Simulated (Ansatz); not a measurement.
two structures of Os, a comparison of enthalpies under pressure

Computed with Ansatz's Python interface.

The script, `transition_os.py`:
```python
"""Pressure at which two phases of Os cross."""

import warnings

import ansatz as az
import numpy as np

CUTOFF = 550
K_SPACING = 0.3
SMEARING = "cold"
SIGMA = 0.05


def bcc(first, a):
    return az.Crystal.bcc(first, a=a)


def fcc(A, a):
    return (
        az.Lattice.fcc(a)
        .space_group(225)
        .atom(A, (0, 0, 0))
        .primitive()
    )


def run_phase(name, crystal, pressure=0.0):
    calc = (
        crystal.calculation()
        .functional(az.Functional.PBESOL)
        .basis(CUTOFF)  # a bare number is in eV
        .kpoints(spacing=K_SPACING)
        .occupations(SMEARING, width=SIGMA)  # the run then minimises F = E - TS
    )
    calc = calc.relax(force_tolerance=0.03, cell=True, pressure=pressure)
    return calc.run()


def volume_per_atom(outcome):
    return abs(np.linalg.det(outcome.lattice.cell_ang)) / len(outcome.lattice.sites)


def main() -> None:
    warnings.simplefilter("ignore")

    phases = {}
    phases["bcc"] = bcc("Os", 3.04)
    phases["fcc"] = fcc("Os", 3.82)

    # enthalpy per atom at each pressure
    pressures = [0, 5, 10, 20]
    enthalpy, volume = {name: [] for name in phases}, {name: [] for name in phases}
    for p in pressures:
        for name, crystal in phases.items():
            o = run_phase(name, crystal, pressure=p)
            volume[name].append(volume_per_atom(o))
            enthalpy[name].append(o.report["energy_sigma0_ev"] / len(o.lattice.sites) + p * volume[name][-1] / 160.21766)
    gap = np.array(enthalpy["fcc"]) - np.array(enthalpy["bcc"])
    rows = [(p, va, vb, 1000 * d) for p, va, vb, d in zip(pressures, volume["bcc"], volume["fcc"], gap)]
    print("| P (GPa) | V bcc (A^3/atom) | V fcc (A^3/atom) | H(fcc) - H(bcc) (meV/atom) |")
    print("| --- | --- | --- | --- |")
    for row in rows:
        print(f"| {row[0]:d} | {row[1]:.3f} | {row[2]:.3f} | {row[3]:+.1f} |")
    crossings = [p0 - g0 * (p1 - p0) / (g1 - g0) for p0, p1, g0, g1 in zip(pressures, pressures[1:], gap, gap[1:]) if g0 * g1 < 0]
    print("crossing near", [round(float(p), 1) for p in crossings], "GPa") if crossings else print("no crossing in this range")


if __name__ == "__main__":
    main()
```

```console
$ python transition_os.py
| P (GPa) | V bcc (A^3/atom) | V fcc (A^3/atom) | H(fcc) - H(bcc) (meV/atom) |
| --- | --- | --- | --- |
| 0 | 14.346 | 13.956 | -738.7 |
| 5 | 14.167 | 13.796 | -750.6 |
| 10 | 14.000 | 13.646 | -761.9 |
| 20 | 13.695 | 13.372 | -782.9 |
no crossing in this range
```

What to keep in mind:
- At a fixed pressure a relaxation lowers the enthalpy F + PV, while F alone can rise.
- For the metals among these phases the mesh is modest: differences between phases can be off by up to 40 meV an atom.
- Spin-orbit coupling, which matters for elements this heavy, is left out.
- Only these two structures are compared, at zero temperature and with their symmetry kept; either may be hypothetical, and another phase may be lower than both. Differences under about 40 meV an atom lie within the error of mesh and functional.
- The cells are prototypes set up for this calculation and needn't exist.
- It ran for 30 s on 1 thread of Arm Neoverse V1, on a shared host, peak memory 0.36 GiB.
